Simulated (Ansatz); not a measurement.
# Co (Co, dhcp): the cost of one run

Program: Ansatz 0.2.0. Level of theory: DFT PBE, plane waves (420 eV) with PAW, scalar-relativistic. These are calculated values, not measurements.

### Step 1. Starting point

The structure is hexagonal, space group P6_3/mmc (No. 194). The conventional cell has a = 2.502 Å, b = 2.502 Å, c = 8.171 Å, α = 90.00°, β = 90.00°, γ = 120.00°. Co (site symmetry -3m) is surrounded by 12 Co at 2.50 Å. Around Co (site symmetry -6m2) lie 12 Co at 2.50 Å.

As a file:

```
Co
1.0
     2.50188    0.00000    0.00000
    -1.25094    2.16670    0.00000
     0.00000    0.00000    8.17115
Co
4
Direct
  0.00000 0.00000 0.00000
  0.00000 0.00000 0.50000
  0.33333 0.66667 0.25000
  0.66667 0.33333 0.75000
```

### Step 2. Relaxation of the cell

Contents of input.yaml:

```yaml
crystal:
  lattice:
    - [2.5018845205, 0.0, 0.0]
    - [-1.2509422603, 2.1666955521, 0.0]
    - [0.0, 0.0, 8.1711548441]
  atoms:
    - { symbol: Co, position: [0.0, 0.0, 0.0] }
    - { symbol: Co, position: [0.0, 0.0, 0.5] }
    - { symbol: Co, position: [0.3333333333, 0.6666666667, 0.25] }
    - { symbol: Co, position: [0.6666666667, 0.3333333333, 0.75] }
hamiltonian:
  xc: pbe
  pseudopotentials:
    kind: paw
    azcp:
      Co: "pseudopotentials/Co.paw.azcp"
basis:
  ecutwfc: 420
  fft_grid_basis: typed
kpoints:
  mp_grid: { grid: [14, 14, 4], shift: [0, 0, 0] }
magnetization:
  spin_polarized: false
scf:
  occupations: { method: fermi_dirac, width: 0.1 }
relax:
  max_steps: 60
  f_tol: 0.01
  cell: {}
```

Started as:

```bash
$ ansatz run input.yaml --threads 1 --pin off --max-ram 3584MiB --backend cpu --events-out ev --progress --plain --runs-dir out
```

**Question.** How long does this run take on 1 thread of Intel Xeon Platinum 8259CL at 2.50GHz (Skylake/Cascade Lake), shared host, and how much memory does it need?

About 49 s, with a peak of 0.57 GiB.
